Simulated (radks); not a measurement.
**Co in [Ar] 3d7 4s2: an all-electron calculation**

An exercise on one series of results from a longer session: the logs are not shown, and one member is left open.

Method: scalar-relativistic Kohn-Sham, r2SCAN, spin-polarised, spherical densities, finite nucleus; open shells are filled with parallel spins first. Code: radks (a radial shooting solver on a logarithmic mesh, Libxc functionals) version 1.

## The system

- element: cobalt (Z = 27)
- charge: 0
- electrons: 27
- configuration: [Ar] 3d7 4s2
- nuclear rms radius: 3.7875 fm

Outer shells as boxes (Hund's rule):

Co
```
[Ar] core
3d [↑↓][↑↓][↑ ][↑ ][↑ ]
4s [↑↓]
```

Set-up of the first run:

The run's settings:

```text
Z 27
configuration [Ar] 3d7 4s2 4p0 5s0 4d0 4f0
relativity scalar-relativistic
functional r2scan,r2scan
spin polarised
nucleus finite rms 3.7875 fm
c 137.035999084
```

Among the steps run: Self-consistent calculation.

One of the session's tables, all rows but one given; the rest of the session is left out.

It belongs to the step «Radial structure». Sizes of the orbitals, from the radial functions (bohr):

```
  level      <r>  outermost maximum (interpolated)  90 % within  nodes
1s down  0.05620                            0.0368        0.100      0
  1s up  0.05620                            0.0368        0.100      0
  2s up   0.2551                             0.213        0.395      1
2s down   0.2548                             0.213        0.395      1
  2p up   0.2250                             0.172        0.368      0
2p down   0.2246                             0.172        0.367      0
  3s up   0.7721                             0.668         1.16      2
3s down   0.7750                             0.669         1.16      2
  3p up   0.8143                             0.678         1.25      1
3p down        ?                                 ?            ?      ?
  3d up    1.039                             0.668         1.81      0
3d down    1.126                             0.677         2.02      0
  4s up    2.821                              2.29         4.31      3
4s down    2.990                              2.41         4.58      3
  4p up    3.680                              2.99         5.64      2
4p down    3.958                              3.19         6.08      2
```

Q: Estimate the row for 3p down from the others.

The run gave: <r>: 0.8194; outermost maximum (interpolated): 0.680; 90 % within: 1.26; nodes: 1. In the column «<r>» it lies between 3p up (0.8143) and 3d up (1.039).

Limits of these values: Open shells are spherical and high-spin; term and fine-structure splittings are not resolved.
